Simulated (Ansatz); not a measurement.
# Na16H: the cost of one run

All numbers below are computed with Ansatz 0.2.0 (DFT PBE, plane waves, PAW, scalar-relativistic, no spin polarisation).

### Step 1. Starting point

The cell holds 17 atoms (HNa16): a = 8.460 Å, b = 8.460 Å, c = 8.460 Å, α = 90.00°, β = 90.00°, γ = 90.00°.

The coordinates stand in the first input below.

### Step 2. Relaxing end A

input.yaml

```yaml
crystal:
  lattice:
    - [8.46, 0.0, 0.0]
    - [0.0, 8.46, 0.0]
    - [0.0, 0.0, 8.46]
  atoms:
    - { symbol: Na, position: [0.0, 0.0, 0.0] }
    - { symbol: Na, position: [0.5, 0.0, 0.0] }
    - { symbol: Na, position: [0.0, 0.5, 0.0] }
    - { symbol: Na, position: [0.0, 0.0, 0.5] }
    - { symbol: Na, position: [0.25, 0.25, 0.25] }
    - { symbol: Na, position: [0.5, 0.5, 0.0] }
    - { symbol: Na, position: [0.5, 0.0, 0.5] }
    - { symbol: Na, position: [0.75, 0.25, 0.25] }
    - { symbol: Na, position: [0.0, 0.5, 0.5] }
    - { symbol: Na, position: [0.25, 0.75, 0.25] }
    - { symbol: Na, position: [0.25, 0.25, 0.75] }
    - { symbol: Na, position: [0.5, 0.5, 0.5] }
    - { symbol: Na, position: [0.75, 0.75, 0.25] }
    - { symbol: Na, position: [0.75, 0.25, 0.75] }
    - { symbol: Na, position: [0.25, 0.75, 0.75] }
    - { symbol: Na, position: [0.75, 0.75, 0.75] }
    - { symbol: H, position: [0.2493772, 0.5005102, 0.8758151] }
basis:
  ecutwfc: 420.0
kpoints:
  mp_grid: { grid: [2, 2, 2] }
hamiltonian:
  xc: pbe
scf:
  occupations: { method: gaussian, width: 0.15 }
  lower_state_search: "off"
relax:
  f_tol: 0.03
  max_steps: 60
  adjacent_minimum: "off"
```

The run is started by

```
> ansatz run input.yaml --threads 2 --pin off --max-ram 5120MiB --backend cpu --events-out ev --progress --plain --runs-dir out
```

What time and memory should one allow on 2 threads of Intel Xeon Platinum 8259CL at 2.50GHz (Skylake/Cascade Lake), shared host?

About 38 s, with a peak of 1 GiB.
